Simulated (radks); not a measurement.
# Bi²⁺ in [Xe] 4f14 5d8 6s2 6p1 6d2: an all-electron calculation

An exercise on one series of results from a longer session: the logs are not shown, and one member is left open.

Program: radks (a radial shooting solver on a logarithmic mesh, Libxc functionals) version 1. Level of theory: scalar-relativistic Kohn-Sham, BLYP, spin-unpolarised, spherical densities, finite nucleus. These are calculated values, not measurements, unless marked.

**Starting point**

* element: bismuth (Z = 83)
* charge: +2
* electrons: 81
* configuration: [Xe] 4f14 5d8 6s2 6p1 6d2
* nuclear rms radius: 5.5211 fm

The outer shells:

Bi²⁺
```
[Xe] core
4f [↑↓][↑↓][↑↓][↑↓][↑↓][↑↓][↑↓]
5d [↑↓][↑↓][↑↓][↑ ][↑ ]
6s [↑↓]
6p [↑ ][  ][  ]
6d [↑ ][↑ ][  ][  ][  ]
```

The first run:

Settings of this run:

```text
Z 83
configuration [Xe] 4f14 5d8 6s2 6p1 6d2 7s0 5f0
relativity scalar-relativistic
functional b88,lyp
spin unpolarised
nucleus finite rms 5.5211 fm
c 137.035999084
```

One of the session's tables, all rows but one given; the rest of the session is left out.

It belongs to the step «Shells». Sizes of the orbitals, from the radial functions (bohr):

```
level      <r>  outermost maximum (interpolated)  90 % within  nodes
   1s  0.01580                           0.00966       0.0290      0
   2s  0.06649                            0.0562        0.103      1
   2p  0.06054                            0.0469       0.0988      0
   3s   0.1716                             0.158        0.252      2
   3p   0.1737                             0.159        0.260      1
   3d   0.1575                             0.129        0.244      0
   4s   0.3771                             0.356        0.540      3
   4p        ?                                 ?            ?      ?
   4d   0.4224                             0.381        0.628      1
   5s   0.8261                             0.769         1.17      4
   4f   0.4404                             0.342        0.696      0
   5p   0.9366                             0.856         1.34      3
   5d    1.173                              1.01         1.74      2
   6s    1.922                              1.75         2.74      5
   6p    2.351                              2.10         3.38      4
   7s    4.252                              3.99         5.98      6
   6d    3.506                              3.06         5.12      3
   5f    3.128                              2.31         5.13      1
```

Estimate the missing values for 4p.

As computed: <r>: 0.4025; outermost maximum (interpolated): 0.376; 90 % within: 0.583; nodes: 2. In the column «<r>» it lies between 4s (0.3771) and 4d (0.4224).
